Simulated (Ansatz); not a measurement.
**Os (sc type): how the settings move a single-point run**

Question: which choices in the input matter for Os (sc type)?

Program: Ansatz 0.2.0. Level of theory: reference: DFT, LDA, all-electron LAPW, scalar-relativistic. These are calculated values, not measurements.

1 further run of the same task is left out (it didn't finish). Runs told in other sessions of the task aren't counted.

### 1 Starting point

It takes space group Pm-3m (No. 221, cubic). The conventional cell has a = 2.297 Å, b = 2.297 Å, c = 2.297 Å, α = 90.00°, β = 90.00°, γ = 90.00°. Around Os (site symmetry m-3m) lie 6 Os at 2.30 Å.

Structure file:

```xyz
1
Lattice="2.2967 0.0000 0.0000 0.0000 2.2967 0.0000 0.0000 0.0000 2.2967" Properties=species:S:1:pos:R:3 pbc="T T T"
Os    0.0000    0.0000    0.0000
```

### 2 Baseline

input.yaml reads:

```yaml
crystal:
  lattice:
    - [2.2967469677, 0.0, 0.0]
    - [0.0, 2.2967469677, 0.0]
    - [0.0, 0.0, 2.2967469677]
  atoms:
    - { symbol: Os, position: [0.0, 0.0, 0.0] }
kpoints:
  mp_grid: { grid: [17, 17, 17] }
scf:
  occupations: { method: fermi_dirac, width: 0.05 }
hamiltonian:
  xc: lda
  pseudopotentials: { kind: all_electron, lapw: { basis_error: 0.001 } }
output:
  forces: true
  stress: true
  eigenvalues: true
  populations: true
```

Command:

```bash
$ ansatz run input.yaml --threads 1 --pin off --max-ram 2048MiB --backend cpu --events-out ev --progress --plain --runs-dir out
```

### 3 Variant: occupations.method cold, occupations.width 0.15, n_extra_bands 8, xc_grid 2

Edit input.yaml of step 2 so:

```diff
@@ -10,3 +10,4 @@
 scf:
-  occupations: { method: fermi_dirac, width: 0.05 }
+  occupations: { method: cold, width: 0.15 }
+  n_extra_bands: 8
 hamiltonian:
@@ -19 +20,3 @@
   populations: true
+basis:
+  xc_grid: 2
```

Q: Predict the outcome of this session. Wanted: for each run, ending; energy change; pressure; gap; force.

As calculated:

| run | ending | energy change | pressure (GPa) | gap (eV) | force (eV/Å) | cycles | time |
| --- | --- | --- | --- | --- | --- | --- | --- |
| reference | converged | 0 | 157.1 | 0.00 | 0.00 | 6 | 24 s |
| 1: occupations.method cold, occupations.width 0.15, n_extra_bands 8, xc_grid 2 | converged | -0.2 meV/atom (σ→0) | 157.0 | 0.00 | 0.00 | 6 | 25 s |

Residual by cycle in the longest SCF loop of each run; runs are numbered as in the table. The quantity is the density residual dr2, in eV.

| cycle | reference | run 1 |
| --- | --- | --- |
| 1 | 0.0431 | 0.0429 |
| 2 | 0.0268 | 0.0267 |
| 3 | 0.00305 | 0.00307 |
| 4 | 1.7e-5 | 1.7e-5 |
| 5 | 1.0e-7 | 1.0e-7 |
| 6 | 4.1e-9 | 4.0e-9 |

What this shows: Changing the smearing, band count and numerical grids hardly moves the energy: -0.2 meV/atom. The structure is not at rest: the sound run finds 157 GPa, so these are no properties of the relaxed crystal. 
